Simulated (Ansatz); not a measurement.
# F6S: the cost of one run

Method: the levels named in each step, in Ansatz 0.2.0.

**1. Starting point**

Bond lengths: F1–S2 1.590 Å, S2–F3 1.590 Å, S2–F4 1.590 Å, S2–F5 1.590 Å, S2–F6 1.590 Å, S2–F7 1.590 Å. Angles (14 of 15 angles, heavy atoms first): F1–S2–F3 90.0°, F1–S2–F4 90.0°, F1–S2–F5 90.0°, F1–S2–F6 90.0°, F1–S2–F7 180.0°, F3–S2–F4 90.0°, F3–S2–F5 90.0°, F3–S2–F6 180.0°, F3–S2–F7 90.0°, F4–S2–F5 180.0°, F4–S2–F6 90.0°, F4–S2–F7 90.0°, F5–S2–F6 90.0°, F5–S2–F7 90.0°.

Coordinates:

```xyz
7

F    -0.4317    1.2067   -0.9417
S     0.0001    0.0000    0.0000
F     1.4696    0.6003    0.0960
F     0.4285   -0.8440   -1.2781
F    -0.4282    0.8444    1.2779
F    -1.4697   -0.6003   -0.0956
F     0.4317   -1.2067    0.9417
```

**2. A rough first relaxation, PBE-D4/def2-SVP**

This run stands in another session on the same molecule. It ended at:

```xyz
7

F    -0.4365    1.2205   -0.9524
S     0.0001    0.0001    0.0000
F     1.4863    0.6073    0.0970
F     0.4331   -0.8537   -1.2925
F    -0.4330    0.8539    1.2925
F    -1.4862   -0.6072   -0.0969
F     0.4365   -1.2204    0.9524
```

**3. Relaxation, PBE0-D4/def2-TZVPP**

This run stands in another session on the same molecule. It ended at:

```xyz
7

F    -0.4247    1.1877   -0.9268
S     0.0000    0.0001    0.0000
F     1.4464    0.5909    0.0943
F     0.4215   -0.8308   -1.2577
F    -0.4214    0.8309    1.2578
F    -1.4463   -0.5908   -0.0943
F     0.4248   -1.1876    0.9269
```

**4. Frequencies, PBE0-D4/def2-TZVPP**

Contents of input.yaml:

```yaml
crystal:
  periodic: [false, false, false]
  atoms:
    - { symbol: F, position_ang: [-0.42471355, 1.18767965, -0.92682303] }
    - { symbol: S, position_ang: [4.75e-05, 5.975e-05, 2.126e-05] }
    - { symbol: F, position_ang: [1.44637312, 0.59094738, 0.0943429] }
    - { symbol: F, position_ang: [0.421507, -0.83078038, -1.25774615] }
    - { symbol: F, position_ang: [-0.42140937, 0.8309115, 1.25778242] }
    - { symbol: F, position_ang: [-1.4462772, -0.59083269, -0.09428887] }
    - { symbol: F, position_ang: [0.42480251, -1.18756521, 0.92686146] }
basis:
  gaussian: { orbitals: def2-TZVPP }
hamiltonian:
  xc: pbe0
  dispersion: d4
phonons: {}
```

Started as:

```sh
> ansatz run input.yaml --threads 4 --pin off --max-ram 10240MiB --backend cpu --events-out ev --progress --plain --runs-dir out
```

What time and memory should one allow on 4 threads of Intel Xeon Platinum 8259CL at 2.50GHz (Skylake/Cascade Lake), shared host?

About 3.3 min, with a peak of 0.7 GiB.
